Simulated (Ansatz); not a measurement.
# Relaxation of MoBrO

Aim: in MoBrO, a known structure type filled with other elements, at an estimated volume, relax cell and atoms, then read levels, charges and fields where it ends.

Computed, not measured: Ansatz 0.2.0, DFT, r2SCAN, spin-orbit coupling, plane waves, PAW.

**1. The system as given**

The structure is tetragonal, space group P4/nmm (No. 129). The conventional cell has a = 3.835 Å, b = 3.835 Å, c = 6.501 Å, α = 90.00°, β = 90.00°, γ = 90.00°. Around Br (site symmetry 4mm) lie 5 Mo at 2.96 to 2.97 Å. Around O (site symmetry -4m2) lie 4 Mo at 2.25 Å. Around Mo (site symmetry 4mm) lie 4 O at 2.25 Å and 5 Br at 2.96 to 2.97 Å.

Its coordinates follow in the input file.

It starts from an earlier solution of the starting cell (checkpoint.read).

**2. The walk to rest**

The input, input.yaml:

```yaml
crystal:
  lattice:
    - [3.835227, 0.0, 0.0]
    - [0.0, 3.835227, 0.0]
    - [0.0, 0.0, 6.500709]
  atoms:
    - { symbol: Br, position: [0.0, 0.5, 0.635] }
    - { symbol: Br, position: [0.5, 0.0, 0.365] }
    - { symbol: O, position: [0.0, 0.0, 0.0] }
    - { symbol: O, position: [0.5, 0.5, 0.0] }
    - { symbol: Mo, position: [0.0, 0.5, 0.18], spin: 2, spin_axis: [0.0, 0.0, 1.0] }
    - { symbol: Mo, position: [0.5, 0.0, 0.82], spin: 2, spin_axis: [0.0, 0.0, 1.0] }
kpoints:
  mp_grid: { grid: [5, 5, 3], shift: [0, 0, 0] }
magnetization:
  noncollinear: true
  spin_orbit: true
scf:
  occupations: { method: cold, width: 0.145 }
  lower_state_search: "off"
hamiltonian:
  pseudopotentials: { kind: paw_fr }
  xc: r2scan
basis:
  ecutwfc: 500
  fft_grid_basis: typed
relax:
  max_steps: 60
  cell: { p_target: 0.0 }
  f_tol: 0.03
output:
  forces: true
  stress: true
  eigenvalues: true
  bader: true
  populations: true
  elf: true
  write_potential: true
  volumetric_format: npy
  dos:
    e_range: [-12, 8]
    de: 0.05
    projected: { site_lists: { Br: [Br], Mo: [Mo], O: [O] } }
    method: { smearing: { sigma: 0.1, scheme: gaussian } }
checkpoint:
  read: saved_state
```

Started as:

```
$ ansatz run input.yaml --threads 2 --pin off --max-ram 2560MiB --backend cpu --events-out ev --progress --plain --runs-dir out
```

The program printed, cut to the lines that bear on the results:

```text
Warning: RAYON_NUM_THREADS=2 ignored (pool sized by the plan → 2); use --threads N
[...]
Pseudopotentials: kind: paw_fr
Pseudopotential: Br, paw_fr, valence charge 7, recommended cutoff 500 eV (meta_gga), Br.paw.azcp#standard-fr
Pseudopotential: O, paw_fr, valence charge 6, recommended cutoff 500 eV (meta_gga), O.paw.azcp#standard-fr
Pseudopotential: Mo, paw_fr, valence charge 14, recommended cutoff 500 eV (meta_gga), Mo.paw.azcp#standard-fr
Functional definition: r2SCAN
[...]
Crystal: 6 atoms, lattice volume = 95.619 Å³
Basis set: ecut = 500 eV, 2415 PW (Γ), exchange–correlation on 120×120×192 points (64 copies of the dense FFT grid, shifted against one another)
Bands: 66, of which v1, the nominal top of the filled ones, is band 54 counted from 1 (53 counted from 0)
Symmetry: 8 space group operations + 8 with time reversal
Magnetic group: BNS 129.417 (UNI 1077), of the structure as read, at distance tolerance 4.6e-5 Å
k-points: 12 of 75 (time reversal used)
Projection manifold: j_resolved (fully-relativistic pseudo-atomic orbitals)
[...]
Starting moments: Σ|m| = 4 μB on 2 of 6 sites; this step starts from the density that it was given
[...]
SCF iter   1: F=—  HF=-16637.932862 eV  |F-HF|=—  |Δ(HF+E_count)|=         —  Δρ=2.61e-3  dr2=1.66e-3  dr2_τ=1.13e-3  dr2_m=1.24e-3  ethr=2.20e-6  |M|=5.99e0 ∫|m|=6.53e0 μB  |m|>n=0.0e0 m-floor=0.0e0 τ_xc=3.3e-2  β_m=1.00  ⟨swp⟩=3.0  Hψ=5587  notcnv=0
[...]
spin=Noncollinear: Kerker preconditioning applied to the charge; magnetization (m_x, m_y, m_z) channels mix plain (no charge-response kernel on spin).
[...]
spin-set hold released at iteration 5 (site moments contracting): the magnetisation degrees of freedom join the quasi-Newton model from the next iteration; the mixer history was flushed
[...]
relax step   1: F+E_penalty+E_count = -16637.96906048 eV  Δ(F+E_penalty+E_count) = +0.000e0 eV  max|allowed force component| = 2.433e0 eV/Å  Δτ_max = 0.0000 Å  P = -1.909 GPa  Ω = 95.619 Å³  (10 SCF iters, dr2 threshold 1.00e-7 eV, accepted)
Crystal: 6 atoms, lattice volume = 99.538 Å³
[...]
Projection manifold: j_resolved (fully-relativistic pseudo-atomic orbitals)
[...]
spin=Noncollinear: Kerker preconditioning applied to the charge; magnetization (m_x, m_y, m_z) channels mix plain (no charge-response kernel on spin).
[...]
SCF iter   7: F=—  HF=-16638.713391 eV  |F-HF|=—  |Δ(HF+E_count)|=   1.31e-4  S|Δr|=    0.00e0  Δρ=7.27e-4  dr2=6.70e-4  dr2_τ=7.55e-6  dr2_m=1.68e-5  ethr=4.24e-6  |M|=5.99e0 ∫|m|=6.25e0 μB  |m|>n=0.0e0 m-floor=0.0e0 τ_xc=2.0e-2  β_m=1.20  ⟨swp⟩=2.1  Hψ=1029  notcnv=0  defer=14  κ⁻¹=5.8e-5(r=6)
```

**3. The log goes on**

Output, continued, cut to the lines that bear on the results:

```text
SCF iter   8: F=—  HF=-16638.713482 eV  |F-HF|=—  |Δ(HF+E_count)|=   9.05e-5  S|Δr|=    0.00e0  Δρ=3.29e-4  dr2=1.34e-4  dr2_τ=4.37e-6  dr2_m=7.38e-6  ethr=1.24e-6  |M|=5.99e0 ∫|m|=6.25e0 μB  |m|>n=0.0e0 m-floor=0.0e0 τ_xc=1.9e-2  β_m=1.20  ⟨swp⟩=2.3  Hψ=1214  notcnv=0  defer=14  κ⁻¹=1.3e-5(r=7)
[...]
relax step   2: F+E_penalty+E_count = -16638.71376380 eV  Δ(F+E_penalty+E_count) = -7.447e-1 eV  max|allowed force component| = 4.591e-1 eV/Å  Δτ_max = 0.1967 Å  P = -0.214 GPa  Ω = 99.538 Å³  energy of the carried Pulay correction = -1.729e-3 eV  (13 SCF iters, dr2 threshold 6.00e-7 eV, accepted)
[...]
relax step  15: F+E_penalty+E_count = -16639.40948675 eV  Δ(F+E_penalty+E_count) = -4.007e-5 eV  max|allowed force component| = 1.772e-3 eV/Å  Δτ_max = 0.0020 Å  P = +0.001 GPa  Ω = 112.244 Å³  energy of the carried Pulay correction = -1.715e-3 eV  (9 SCF iters, dr2 threshold 1.27e-8 eV, accepted)
Basis set: ecut = 500 eV, 2871 PW (Γ), exchange–correlation on 108×108×256 points (64 copies of the dense FFT grid, shifted against one another)
Projection manifold: j_resolved (fully-relativistic pseudo-atomic orbitals)
[...]
spin=Noncollinear: Kerker preconditioning applied to the charge; magnetization (m_x, m_y, m_z) channels mix plain (no charge-response kernel on spin).
[...]
SCF iter   3: F=—  HF=-16639.411097 eV  |F-HF|=—  |Δ(HF+E_count)|=   7.13e-5  S|Δr|=    0.00e0  Δρ=1.17e-4  dr2=6.29e-7  dr2_τ=1.90e-6  dr2_m=4.14e-10  ethr=2.06e-9  |M|=5.98e0 ∫|m|=6.25e0 μB  |m|>n=0.0e0 m-floor=0.0e0 τ_xc=2.6e-2  β_m=1.20  ⟨swp⟩=2.0  Hψ=1178  notcnv=0  κ⁻¹=3.4e-2(r=2)
```

**4. The output, continued**

Output, continued:

```text
SCF iter   4: F=—  HF=-16639.411171 eV  |F-HF|=—  |Δ(HF+E_count)|=   7.49e-5  S|Δr|=    0.00e0  Δρ=8.13e-6  dr2=9.84e-9  dr2_τ=7.91e-9  dr2_m=4.52e-9  ethr=1.16e-9  |M|=5.98e0 ∫|m|=6.25e0 μB  |m|>n=0.0e0 m-floor=0.0e0 τ_xc=2.6e-2  β_m=1.20  ⟨swp⟩=2.1  Hψ=1419  notcnv=0  κ⁻¹=7.6e-3(r=3)
SCF iter   5: F=—  HF=-16639.411172 eV  |F-HF|=—  |Δ(HF+E_count)|=   5.11e-7  S|Δr|=    0.00e0  Δρ=3.61e-6  dr2=3.96e-9  dr2_τ=7.32e-10  dr2_m=3.10e-11  ethr=1.82e-11  |M|=5.98e0 ∫|m|=6.25e0 μB  |m|>n=0.0e0 m-floor=0.0e0 τ_xc=2.6e-2  β_m=1.20  ⟨swp⟩=2.8  Hψ=1468  notcnv=0  κ⁻¹=3.1e-4(r=4)
SCF iter   6: F=—  HF=-16639.411172 eV  |F-HF|=—  |Δ(HF+E_count)|=   4.30e-9  S|Δr|=    0.00e0  Δρ=1.98e-6  dr2=1.36e-9  dr2_τ=2.36e-10  dr2_m=2.41e-11  ethr=7.33e-12  |M|=5.98e0 ∫|m|=6.25e0 μB  |m|>n=0.0e0 m-floor=0.0e0 τ_xc=2.6e-2  β_m=1.20  ⟨swp⟩=2.0  Hψ=1155  notcnv=0  κ⁻¹=1.1e-4(r=5)
SCF iter   7: F=—  HF=-16639.411172 eV  |F-HF|=—  |Δ(HF+E_count)|=   1.12e-9  S|Δr|=    0.00e0  Δρ=6.79e-7  dr2=3.39e-10  dr2_τ=3.64e-11  dr2_m=6.04e-12  ethr=2.51e-12  |M|=5.98e0 ∫|m|=6.25e0 μB  |m|>n=0.0e0 m-floor=0.0e0 τ_xc=2.6e-2  β_m=1.20  ⟨swp⟩=2.0  Hψ=1196  notcnv=0  κ⁻¹=2.6e-5(r=6)
SCF iter   8: F=-16639.411172 eV  HF=-16639.411172 eV  |F-HF|=5.82e-11  |Δ(HF+E_count)|=  7.75e-10  S|Δr|=    0.00e0  Δρ=2.39e-7  dr2=1.19e-10  dr2_τ=1.23e-12  dr2_m=1.27e-12  ethr=1.00e-12  |M|=5.98e0 ∫|m|=6.25e0 μB  |m|>n=0.0e0 m-floor=0.0e0 τ_xc=2.6e-2  ⟨swp⟩=7.0  Hψ=3873  notcnv=0
SCF 16 converged in 8 iterations: F = -16639.411172 eV  dr2 = 1.19e-10
relax step  16: F+E_penalty+E_count = -16639.41117200 eV  Δ(F+E_penalty+E_count) = -1.685e-3 eV  max|allowed force component| = 2.109e-3 eV/Å  Δτ_max = 0.0000 Å  P = -0.004 GPa  Ω = 112.244 Å³  stress off target by 1.03e-2 GPa  SCF on the basis re-selected at this cell (its energy is not comparable with the rows above)  (8 SCF iters)
basis re-selected at this cell: Δ(F+E_penalty+E_count) = -1.685e-3 eV, ΔP = -0.005 GPa vs the last step (what re-selecting the basis moved, of the pressure what is left beyond the Pulay correction that the steps carried, after the strain that the cell walked since its last selection, with what the two solves' SCF thresholds leave and, on support functions, any second-order correction that the steps lacked; it is no measure of the basis error at this ecutwfc). The dense FFT grid was sized anew with the basis: this SCF ran on 27×27×64 points, the steps before it on 27×27×60, so part of this shift can come from that change (see relax.cell in the input reference). This SCF's stress stands 1.03e-2 GPa from its target on what of the cell is left free (relax.cell.stress_tol is 5.00e-2 GPa) and its largest allowed force component is 2.11e-3 eV/Å (relax.f_tol is 3.00e-2 eV/Å): within both
SCF converged after 8 iterations
Stability not checked: this state was not tested for a lower state beside it, because cold or Methfessel-Paxton smearing, or corrected tetrahedra, fill the levels in a way that the test cannot read (fill_not_monotonic; see scf.lower_state_search)
Magnetization: |M| = 5.9839 μB,  M = (-0.0000, +0.0000, +5.9839) μB
Absolute magnetization: 6.2547 μB (∫|m|, with the PAW one-centre terms)
  site 0: m = (+0.0000, +0.0000, +0.0859) μB, |m| = 0.0859 μB  (R = 1.24 Å)
  site 1: m = (-0.0000, +0.0000, +0.0859) μB, |m| = 0.0859 μB  (R = 1.24 Å)
  site 2: m = (+0.0000, -0.0000, -0.0485) μB, |m| = 0.0485 μB  (R = 0.88 Å)
  site 3: m = (+0.0000, -0.0000, -0.0485) μB, |m| = 0.0485 μB  (R = 0.88 Å)
  site 4: m = (-0.0000, +0.0000, +1.8624) μB, |m| = 1.8624 μB  (R = 0.88 Å)
  site 5: m = (+0.0000, +0.0000, +1.8624) μB, |m| = 1.8624 μB  (R = 0.88 Å)
Free energy (F): -16639.411172 eV
Harris-Foulkes:  -16639.411172 eV  (|F-HF|=5.82e-11)
Internal energy: -16639.414946 eV  (E = F + TS)
E sigma→0 (E₀):  -16639.412430 eV
Entropy (-TS):   0.003774 eV (0.629 meV/atom)
Fermi energy:    9.744387 eV
--- Per-component energies (eV) ---
  E_band       = -472.451367
  E_kinetic    = 1497.820010
  E_local      = -6330.897450  (includes V_loc(G=0)·N_el)
  E_nonlocal   = 527.132019
  E_hartree    = 2554.719680
  E_xc         = -1001.995870
  E_vxc        = -946.650418  (∫ρ·V_xc dr)
  E_paw        = -11278.677701  (= ΣΔE_a)
  E_vpaw       = -387.368642  (= ΣTr[D̂ρ^β])
  E_aug_tail   = 0.001929  (compensation charges beyond the density's cutoff)
  E_vtau       = 58.072235  (kinetic-family band-sum trace: ∫τ·v_τ [+ j·A + Jᵃ·Aᵃ] dr)
  E_ewald      = -2606.694164
  E_core_change = -0.823402  (= ΣΔE_core)
  E_smearing   = 0.003774  (= −TS)
  E_closure    = -0.000000  (closes the sum)
  Σ components = -16639.411172   (vs F -16639.411172, Δ=0.00e0)
--- Forces (eV/Å), atoms counted from 1 ---
  atom   1  Br     0.00000000    -0.00000000     0.00084503
  atom   2  Br     0.00000000    -0.00000000    -0.00084503
  atom   3  O     -0.00000000    -0.00000000     0.00000000
  atom   4  O     -0.00000000     0.00000000    -0.00000000
  atom   5  Mo     0.00000000     0.00000000     0.00210948
  atom   6  Mo     0.00000000    -0.00000000    -0.00210948
  max |Σ_I F_I| component: 2.60e-18 eV/Å
--- Stress (GPa, compression-positive) ---
       -0.010332      -0.000000       0.000000
       -0.000000      -0.010332       0.000000
        0.000000       0.000000       0.008956
  P = ⅓ Tr σ = -0.0039 GPa (-0.039 kbar)
--- Band table (eV; the first three rows and the last of 12) ---
  k-point 0: bands = ["-55.3826", "-55.3644", "-53.0846", "-53.0654", "-30.0979", "-30.0389", "-29.6056", "-29.4845", "-28.1184", "-28.0520", "-26.6377", "-26.5463", "-26.0625", "-25.8792", "-25.5218", "-25.4482", "-12.3918", "-12.3435", "-11.3494", "-11.2603", "-7.0925", "-6.9995", "-6.9882", "-6.8898", "1.3172", "1.3513", "1.4013", "1.7157", "1.7639", "1.8607", "2.1345", "2.6514", "4.2322", "4.3014", "4.4730", "4.6016", "4.6624", "4.7174", "5.9521", "6.1285", "6.2486", "6.3445", "6.3476", "6.4467", "6.7803", "6.8173", "6.8615", "6.8847", "7.1420", "7.4768", "7.8508", "8.1921", "8.7561", "10.5199", "10.5528", "10.5621", "10.7397", "10.8944", "11.0146", "11.3160", "11.4550", "11.4660", "11.7535", "11.9252", "12.5780", "12.7169"]
  k-point 1: bands = ["-55.3826", "-55.3644", "-53.0846", "-53.0654", "-30.0979", "-30.0389", "-29.6056", "-29.4845", "-28.1184", "-28.0519", "-26.6377", "-26.5463", "-26.0624", "-25.8792", "-25.5218", "-25.4482", "-12.3916", "-12.3433", "-11.3493", "-11.2602", "-7.1581", "-7.0498", "-6.9300", "-6.8245", "1.2325", "1.3515", "1.4015", "1.7158", "1.7640", "1.7663", "2.1343", "2.6513", "4.2205", "4.2923", "4.5908", "4.6552", "4.9753", "5.2108", "5.9692", "6.0299", "6.1374", "6.2406", "6.3634", "6.5066", "6.5205", "6.5510", "6.6651", "6.7591", "7.1422", "7.4580", "7.8507", "8.2308", "8.7605", "10.5204", "10.5456", "10.5577", "10.7221", "10.8027", "11.1378", "11.3531", "11.4545", "11.5127", "11.7428", "12.4595", "12.5634", "12.6989"]
  k-point 2: bands = ["-55.3797", "-55.3649", "-53.0814", "-53.0659", "-30.1040", "-30.0574", "-29.5919", "-29.4948", "-28.1282", "-28.0744", "-26.6422", "-26.5704", "-26.0411", "-25.8932", "-25.5334", "-25.4722", "-12.2480", "-12.1990", "-11.4039", "-11.3222", "-6.9905", "-6.8965", "-6.8830", "-6.7865", "1.4297", "1.5365", "1.8469", "1.8689", "1.9292", "2.2156", "2.2269", "2.6885", "3.6902", "4.0112", "4.1704", "4.2793", "4.9864", "5.0679", "5.3400", "5.3431", "5.4044", "5.5581", "5.9457", "6.3629", "6.3700", "6.4279", "6.6836", "6.7934", "7.5570", "7.5970", "8.2880", "8.4537", "9.1555", "9.6723", "10.6248", "10.6801", "10.7330", "10.9252", "11.0409", "11.1315", "11.3217", "11.5581", "11.6116", "11.6773", "12.5179", "12.6636"]
  k-point 11: bands = ["-55.3679", "-55.3662", "-53.0690", "-53.0671", "-30.1306", "-30.1255", "-29.5436", "-29.5325", "-28.1711", "-28.1647", "-26.6664", "-26.6588", "-25.9555", "-25.9372", "-25.5883", "-25.5794", "-11.6626", "-11.6127", "-11.5594", "-11.5057", "-6.5300", "-6.5109", "-6.4099", "-6.3902", "1.0036", "1.2756", "1.3947", "1.6563", "3.2010", "3.2791", "3.3905", "3.4077", "3.7201", "4.0723", "4.1645", "4.2652", "4.3855", "4.4514", "4.5733", "4.6063", "4.7406", "4.7510", "4.8565", "4.9166", "5.5454", "5.8179", "5.9485", "6.1197", "7.4380", "7.5507", "8.9265", "9.0545", "9.4331", "9.5970", "9.7497", "9.7869", "10.6336", "10.7235", "10.9930", "11.1388", "11.6368", "11.7607", "11.8026", "11.8581", "11.9756", "12.0633"]
--- Relaxed structure (14 steps of the walk, 13 accepted, 2 SCFs on fresh bases) ---
  F+E_penalty+E_count = -16639.41117200 eV   max|allowed force component| = 2.109e-3 eV/Å   (the final SCF, on the basis selected at the relaxed cell)
  cell:  # Å, volume = 112.2439 Å³
    - [3.6347164236025367, 2.1326955979329865e-34, 0.0]
    - [2.1326956080888133e-34, 3.6347164236025367, 0.0]
    - [0.0, 0.0, 8.49613929344918]
  atoms:
    - { symbol: Br, position: [3.78179256751841e-35, 0.5, 0.683236204405713] }
    - { symbol: Br, position: [0.5, -7.437716093455257e-37, 0.31676379559428736] }
    - { symbol: O, position: [-3.152447359610657e-35, -5.4516006970710604e-36, 2.2237618952753293e-20] }
    - { symbol: O, position: [0.5, 0.5, 2.223761895275333e-20] }
    - { symbol: Mo, position: [-7.274249805687023e-36, 0.5, 0.13208083024754283] }
    - { symbol: Mo, position: [0.5, -1.920728881276907e-36, 0.867919169752457] }
--- Löwdin populations: 6 sites ---
  site symbol       q [e]
     0     Br      7.3283
     1     Br      7.3283
     2      O      6.6633
     3      O      6.6633
     4     Mo     12.8805
     5     Mo     12.8805
  spilling = 0.004738 (of n_electrons = 54.000000)
--- Bader charges: 6 sites ---
  site symbol  charge [e]  shift [e]  m_x [muB]  m_y [muB]  m_z [muB]
     0     Br     -0.6245     0.0000     0.0000     0.0000     0.1810
     1     Br     -0.6245     0.0000     0.0000     0.0000     0.1810
     2      O     -1.1233     0.0001     0.0000     0.0000     0.0504
     3      O     -1.1233     0.0001     0.0000     0.0000     0.0504
     4     Mo      1.7479     0.0001     0.0000     0.0000     2.7606
     5     Mo      1.7479     0.0001     0.0000     0.0000     2.7606
  estimated error of the sums over rays = 4.6e-4 e
```

It took 8.7 min on 2 threads of Arm Neoverse V2, shared host; peak memory 1.1 GiB.

Relaxation path:

| step | energy from step 1 (eV/cell) | largest force component (eV/Å) | pressure (GPa) | volume (Å³) |
| --- | --- | --- | --- | --- |
| 1 | 0.0000 | 2.4325 | -1.91 | 95.62 |
| 2 | -0.7447 | 0.4591 | -0.21 | 99.54 |
| 3 | -1.0389 | 0.1499 | 2.13 | 100.78 |
| 4 | -1.2037 | 0.1639 | 0.01 | 104.72 |
| 5 | -1.3080 | 0.2648 | 2.03 | 105.84 |
| 6 | -1.3642 | 0.2845 | -0.13 | 108.97 |
| 7x | -1.3351 | 0.6161 | -1.89 | 109.90 |
| 8 | -1.3779 | 0.0658 | -0.17 | 108.50 |
| 9 | -1.3786 | 0.0222 | -0.11 | 108.22 |
| 10 | -1.3790 | 0.0103 | 0.06 | 107.90 |
| 11 | -1.3790 | 0.0008 | -0.01 | 107.93 |
| 12 | -1.4236 | 0.0068 | 0.52 | 107.93 |
| 13 | -1.4358 | 0.0120 | 0.27 | 109.67 |
| 14 | -1.4404 | 0.0062 | -0.04 | 112.22 |
| 15 | -1.4404 | 0.0018 | 0.00 | 112.24 |
| 16 | -1.4421 | 0.0021 | 0.00 | 112.24 |

Step 1 is the start. Steps 12, 16 repeat the geometry before on a plane-wave basis chosen anew for that cell, so the energy can jump there without any move; the table keeps such jumps. 1 step was tried and not accepted (marked x).

| input's cell | before | after | change |
| --- | --- | --- | --- |
| a (Å) | 3.835 | 3.635 | -5.2 % |
| b (Å) | 3.835 | 3.635 | -5.2 % |
| c (Å) | 6.501 | 8.496 | +30.7 % |
| volume (Å³/atom) | 15.94 | 18.71 | +17.4 % |

The largest move, 0.41 Å, apart from the change of the cell, is shared by several atoms, Br1 among them.

[end of part 1 of 2]
